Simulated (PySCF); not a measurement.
# RbSb: from the state search to spectroscopic constants

What are the lowest state that PBE0 finds, the bond length, vibrational wavenumber and bond energy of RbSb, and how much do these hang on the method?

Method: Rb def2-SVPD with ECP28, Sb def2-SVPD with ECP28, scalar-relativistic core potentials; program: PySCF 2.14.0.

### Step 1. Set-up

Settings of the job:

* atoms: Rb, Sb
* charge: 0
* basis: Rb def2-SVPD with ECP28, Sb def2-SVPD with ECP28
* Hamiltonian: scalar-relativistic core potentials
* basis functions: 59
* electrons treated: 32
* masses in u: 84.9118, 120.9038
* levels: PBE0, PBE, r²SCAN, B97-3, M06-L, M06, ωB97X, HF, MP2, SCS-MP2
* grid: 80 radial by 434 angular points
* occupations: held fixed by the projection of orbital angular momentum
* dissociation limit: Rb + Sb, each in its ground configuration
* starting distance in angstrom: 3.425
* values of 2S to try: 0, 2, 4

The run is started by

```bash
$ OMP_NUM_THREADS=1 python dia.py task.json out
```

The runs that follow: First curve: PBE0; Higher solutions at PBE0; PBE (GGA); r²SCAN (meta-GGA); B97-3; M06-L (meta-GGA); M06 (hybrid meta-GGA); ωB97X (range-separated hybrid); UHF.

Q: Predict the outcome of this session. Wanted: for each run, Re; ωe; De; μ.

**Answer**, as computed:

Lowest PBE0 solution found, without spin–orbit coupling: ³Σ⁻ (triplet), unpaired electrons π ↑↑. State 2 has its PBE0 minimum 0.31 eV higher, as a spin-mixed determinant (⟨S²⟩ = 1.01), so this is no gap between pure states. State 3 has its PBE0 minimum 0.49 eV higher. State 4 has its PBE0 minimum 0.77 eV higher, as a spin-mixed determinant (⟨S²⟩ = 1.01), so this is no gap between pure states. The other levels ran on the lowest alone.

```tsv
level	Re (Å)	ωe (cm⁻¹)	De (eV)	μ (D)
UHF-MP2	3.540	102.0	0.70	n/a
UHF-SCS-MP2	3.556	102.9	0.71	n/a
PBE	3.508	103.5	1.20	-8.29
r²SCAN	3.514	105.8	1.15	-9.65
M06-L	3.535	109.0	1.56	-11.22
PBE0	3.488	108.5	1.12	-9.43
B97-3	3.515	107.4	1.22	-9.90
M06	3.489	111.8	1.48	-10.12
ωB97X	3.475	115.1	n/a	-11.07
```

De is counted to Rb + Sb in their ground configurations. A positive dipole means Rb(−)Sb(+). No constants: UHF (fits of two degrees disagree).

The methods spread over 0.081 Å in bond length, from ωB97X to UHF-SCS-MP2. Of the levels with a De here, UHF-MP2 gives the least (0.70 eV) and M06-L the most (1.56 eV).

Correlated steps freeze 4 core orbitals. Spin–orbit coupling is left out, which matters for elements this heavy, above all for dissociation energies. With spin–orbit coupling the term label itself may not hold.
